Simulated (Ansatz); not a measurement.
# NaTl12: the cost of one run

Method: DFT PBE+D3(BJ), plane waves, PAW, scalar-relativistic, no spin polarisation, in Ansatz 0.2.0.

## (1) The system as given

The cell holds 13 atoms (NaTl12): a = 6.920 Å, b = 10.380 Å, c = 5.533 Å, α = 90.00°, β = 90.00°, γ = 120.00°.

As a file:

```
CELL_PARAMETERS angstrom
6.92000 0.00000 0.00000
-5.19000 8.98934 0.00000
0.00000 0.00000 5.53254
ATOMIC_POSITIONS crystal
Tl 0.00000 0.00000 0.00000
Tl 0.16667 0.22222 0.50000
Tl 0.00000 0.33333 0.00000
Tl 0.16667 0.55556 0.50000
Tl 0.00000 0.66667 0.00000
Tl 0.16667 0.88889 0.50000
Tl 0.50000 0.00000 0.00000
Tl 0.66667 0.22222 0.50000
Tl 0.50000 0.33333 0.00000
Tl 0.66667 0.55556 0.50000
Tl 0.50000 0.66667 0.00000
Tl 0.66667 0.88889 0.50000
Na 0.50486 0.00259 0.61580
```

## (2) Relaxing the start

The input, input.yaml:

```yaml
accuracy: low
crystal:
  lattice:
    - [6.92, 0.0, 0.0]
    - [-5.19, 8.989344, 0.0]
    - [0.0, 0.0, 5.53254]
  atoms:
    - { symbol: Tl, position: [0.0, 0.0, 0.0] }
    - { symbol: Tl, position: [0.1666667, 0.2222222, 0.5] }
    - { symbol: Tl, position: [0.0, 0.3333333, 0.0] }
    - { symbol: Tl, position: [0.1666667, 0.5555556, 0.5] }
    - { symbol: Tl, position: [0.0, 0.6666667, 0.0] }
    - { symbol: Tl, position: [0.1666667, 0.8888889, 0.5] }
    - { symbol: Tl, position: [0.5, 0.0, 0.0] }
    - { symbol: Tl, position: [0.6666667, 0.2222222, 0.5] }
    - { symbol: Tl, position: [0.5, 0.3333333, 0.0] }
    - { symbol: Tl, position: [0.6666667, 0.5555556, 0.5] }
    - { symbol: Tl, position: [0.5, 0.6666667, 0.0] }
    - { symbol: Tl, position: [0.6666667, 0.8888889, 0.5] }
    - { symbol: Na, position: [0.5048568, 0.0025922, 0.6158] }
basis:
  ecutwfc: 420.0
kpoints:
  mp_grid: { grid: [3, 2, 3] }
hamiltonian:
  xc: pbe
  dispersion: d3bj
scf:
  occupations: { method: fermi_dirac, width: 0.15 }
  lower_state_search: "off"
relax:
  f_tol: 0.08
  max_steps: 25
  adjacent_minimum: "off"
output:
  write_density: true
  write_potential: true
  elf: true
  volumetric_format: npy
```

Command:

```sh
> ansatz run input.yaml --threads 4 --pin off --max-ram 10240MiB --backend cpu --events-out ev --progress --plain --runs-dir out
```

Q: Estimate wall time and peak memory on 4 threads of INTEL XEON PLATINUM 8581C at 2.30GHz (Emerald Rapids), shared host.

About 69 s, with a peak of 1.3 GiB.
